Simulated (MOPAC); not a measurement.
**C2HCl3Sn (SMILES C#[C][Sn]([Cl])([Cl])[Cl]) at PM6-DH2X**

Aim: a geometry optimisation of C2HCl3Sn. 

The results are computed with MOPAC 23.2.5.

11 further runs of the same task are left out: 11 set aside as unsound or not needed.

## Step 1: The molecule

C2HCl3Sn: 7 atoms, total charge 0, spin state singlet. SMILES: `C#[C][Sn]([Cl])([Cl])[Cl]`. All atoms were displaced at random from a relaxed shape. The run starts from this shape.

Bond lengths: C1–C2 1.206 Å, C2–Sn3 2.068 Å, Sn3–Cl4 2.304 Å, Sn3–Cl5 2.263 Å, Sn3–Cl6 2.279 Å, C1–H7 1.072 Å. Angles: C1–C2–Sn3 178.7°, C2–Sn3–Cl4 109.6°, C2–Sn3–Cl5 111.4°, C2–Sn3–Cl6 110.0°, Cl4–Sn3–Cl5 108.7°, Cl4–Sn3–Cl6 108.0°, Cl5–Sn3–Cl6 109.0°, C2–C1–H7 178.9°.

## Step 2: A geometry optimisation at PM6-DH2X

Contents of input.mop:

```
PM6-DH2X DISP CYCLES=300 BONDS EF MULLIK GNORM=0.01 AUX(PRECISION=9) THREADS=1
optimise of C2HCl3Sn
C#[C][Sn]([Cl])([Cl])[Cl]
C 1.612644 1 -1.410640 1 0.633534 1
C 0.736855 1 -0.651538 1 0.299693 1
Sn -0.739724 1 0.661654 1 -0.308473 1
Cl -2.555519 1 -0.522496 1 -1.089650 1
Cl -0.003081 1 2.030007 1 -1.953559 1
Cl -1.429629 1 1.927439 1 1.456006 1
H 2.405617 1 -2.071504 1 0.923195 1
```

Run with:

```bash
mopac input.mop
```

Q: Predict the results. Wanted: total energy at the end; dipole moment; HOMO energy; LUMO energy; HOMO–LUMO gap; dispersion energy; heat of formation.

**Answer.** As computed:

At PM6-DH2X:

```
               quantity           value
total energy at the end    -40.31908 Eh
          dipole moment          3.90 D
            HOMO energy       -11.82 eV
            LUMO energy        -2.13 eV
          HOMO–LUMO gap         9.69 eV
      dispersion energy    -6.62 kJ/mol
      heat of formation  -22.7 kcal/mol
```

**Reading.** At the final geometry: Bond lengths: C1–C2 1.202 Å, C2–Sn3 2.001 Å, Sn3–Cl4 2.322 Å, Sn3–Cl5 2.322 Å, Sn3–Cl6 2.322 Å, C1–H7 1.039 Å. Angles: C1–C2–Sn3 179.9°, C2–Sn3–Cl4 111.1°, C2–Sn3–Cl5 111.0°, C2–Sn3–Cl6 111.0°, Cl4–Sn3–Cl5 107.9°, Cl4–Sn3–Cl6 107.9°, Cl5–Sn3–Cl6 107.9°, C2–C1–H7 180.0°. The optimisation took 53 steps and changed the energy by -0.094 eV. Mulliken charges run from -0.55 on C2 to +1.57 on Sn3.
